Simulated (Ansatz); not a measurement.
CH₄BrFSi, SMILES C[SiH](F)Br: an atomisation energy, run with the Python package of Ansatz (0.2.0).

`ch4brfsi.py`
```python
"""Energy to split CH4BrFSi into its atoms."""

from collections import Counter

import ansatz as az
from ase import Atoms

BASIS = "def2-SVPD"
METHOD = "MP2"


def single_point(molecule, charge=0, unpaired=0):
    calc = molecule.calculation().basis(gaussian=BASIS).correlation(METHOD)
    if charge:
        calc = calc.charge(charge)
    if unpaired:
        calc = calc.spin("collinear", total=unpaired)
    report = calc.run(threads=1).report
    if report["published_state_doubts"]:
        print("  doubts:", report["published_state_doubts"])
    return report["free_energy_ev"]

atoms = Atoms(["C", "Si", "F", "Br", "H", "H", "H", "H"], positions=[
    (-0.2119, 0.8952, 0.2016),
    (0.3458, -0.7641, -0.1678),
    (0.9822, -1.3575, 1.1497),
    (-1.2808, -2.0322, -0.7639),
    (0.5624, 1.5888, 0.4786),
    (-0.7301, 1.4052, -0.6922),
    (-0.9731, 0.9411, 1.0006),
    (1.3976, -0.7337, -1.2625),
])
ch4brfsi = az.Crystal.molecule_from_ase(atoms)

# Hund ground states
unpaired = {"C": 2, "Si": 2, "F": 1, "Br": 1, "H": 1}
counts = Counter(site.symbol for site in ch4brfsi.cartesian_sites)
atom_energy = {s: single_point(az.Crystal.molecule().atom(s, (0, 0, 0)), 0, unpaired[s]) for s in counts}
whole = single_point(ch4brfsi, 0, 0)
for s, e in atom_energy.items():
    print(f"{s:2s} x{counts[s]}  {e:14.5f} eV")
print(f"CH4BrFSi: {whole:.5f} eV")
split = sum(counts[s] * e for s, e in atom_energy.items()) - whole
print(f"atomisation energy (no zero-point term): {23.060548 * split:.1f} kcal/mol, {split / sum(counts.values()):.3f} eV an atom")
```

What does it cost to take this molecule apart into atoms?

659.6 kcal/mol from the electronic energies, without the zero-point term.

What the script printed:

```console
$ python ch4brfsi.py
C  x1     -1025.86273 eV
Si x1     -7858.67695 eV
F  x1     -2705.78400 eV
Br x1    -69995.77339 eV
H  x4       -13.58606 eV
CH4BrFSi: -81669.04565 eV
atomisation energy (no zero-point term): 659.6 kcal/mol, 3.576 eV an atom
```

Total energies depend on the basis set; only differences at equal settings carry meaning. The geometry is a force-field or estimated start, not a minimum of this method, and the basis set is short of its limit. All parts are taken at fixed geometry, without zero-point energy. In double-zeta sets correlated atomisation energies come out some 10 to 15 % low. The spin-orbit lowering of heavy atoms is left out. It ran for 5.6 s on 1 thread of Arm Neoverse V1, on a shared host, peak memory 0.39 GiB.
